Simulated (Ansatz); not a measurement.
# BaWO4: the cost of one run

Method: DFT PBEsol, scalar-relativistic, plane waves, PAW, and further levels as typed in the inputs, in Ansatz 0.2.0.

### Step 1. The system as given

Symmetry: I4_1/a, No. 88, tetragonal system. The conventional cell has a = 5.667 Å, b = 5.667 Å, c = 12.739 Å, α = 90.00°, β = 90.00°, γ = 90.00°. Ba (site symmetry -4) has 8 O at 2.76 to 2.80 Å as nearest neighbours. Around W (site symmetry -4) lie 4 O at 1.79 Å. Around O (site symmetry 1) lie 1 W at 1.79 Å.

Structure file:

```cif
data_structure
_symmetry_space_group_name_H-M 'P 1'
_symmetry_Int_Tables_number 1
_cell_length_a 7.5249
_cell_length_b 7.5249
_cell_length_c 7.5249
_cell_angle_alpha 135.762
_cell_angle_beta 135.762
_cell_angle_gamma 64.349
_cell_volume 204.53
loop_
_atom_site_label
_atom_site_type_symbol
_atom_site_fract_x
_atom_site_fract_y
_atom_site_fract_z
_atom_site_occupancy
Ba1 Ba 0.25000 0.75000 0.50000 1
Ba2 Ba 0.50000 0.50000 0.00000 1
W1 W 0.75000 0.25000 0.50000 1
W2 W 0.00000 0.00000 0.00000 1
O1 O 0.15214 0.04689 0.35624 1
O2 O 0.69065 0.79590 0.64376 1
O3 O 0.05935 0.45410 0.85624 1
O4 O 0.54590 0.40214 0.60525 1
O5 O 0.20410 0.84786 0.89475 1
O6 O 0.95311 0.30935 0.10525 1
O7 O 0.79689 0.94065 0.39475 1
O8 O 0.59786 0.20311 0.14376 1
```

The structure rests on an entry of the Materials Project (structure only); cell or positions may have been set otherwise for this series.

### Step 2. Relaxing cell and atoms: BaWO4, no spin

File input.yaml:

```yaml
crystal:
  lattice:
    - [-2.833365905, 2.833365905, 6.36926687]
    - [2.833365905, -2.833365905, 6.36926687]
    - [2.833365905, 2.833365905, -6.36926687]
  atoms:
    - { symbol: Ba, position: [0.25, 0.75, 0.5] }
    - { symbol: Ba, position: [0.5, 0.5, 0.0] }
    - { symbol: W, position: [0.75, 0.25, 0.5] }
    - { symbol: W, position: [0.0, 0.0, 0.0] }
    - { symbol: O, position: [0.15214477, 0.04689186, 0.35623995] }
    - { symbol: O, position: [0.69065191, 0.79590482, 0.64376005] }
    - { symbol: O, position: [0.05934809, 0.45409518, 0.85623995] }
    - { symbol: O, position: [0.54590482, 0.40214477, 0.60525291] }
    - { symbol: O, position: [0.20409518, 0.84785523, 0.89474709] }
    - { symbol: O, position: [0.95310814, 0.30934809, 0.10525291] }
    - { symbol: O, position: [0.79689186, 0.94065191, 0.39474709] }
    - { symbol: O, position: [0.59785523, 0.20310814, 0.14376005] }
scf:
  occupations: { method: fixed }
output:
  forces: true
  stress: true
  eigenvalues: true
  write_density: true
  write_potential: true
  elf: true
  volumetric_format: npy
kpoints:
  mp_grid: { grid: [6, 6, 6] }
hamiltonian:
  xc: pbesol
relax:
  f_tol: 0.005
  max_steps: 60
  cell: { stress_tol: 0.03 }
```

The run is started by

```sh
> ansatz run input.yaml --threads 8 --pin off --max-ram 24576MiB --backend cpu --events-out ev --progress --plain --runs-dir out
```

What time and memory should one allow on 8 threads of AMD EPYC 7R13 (Zen 3), shared host?

About 34 s, with a peak of 1.2 GiB.
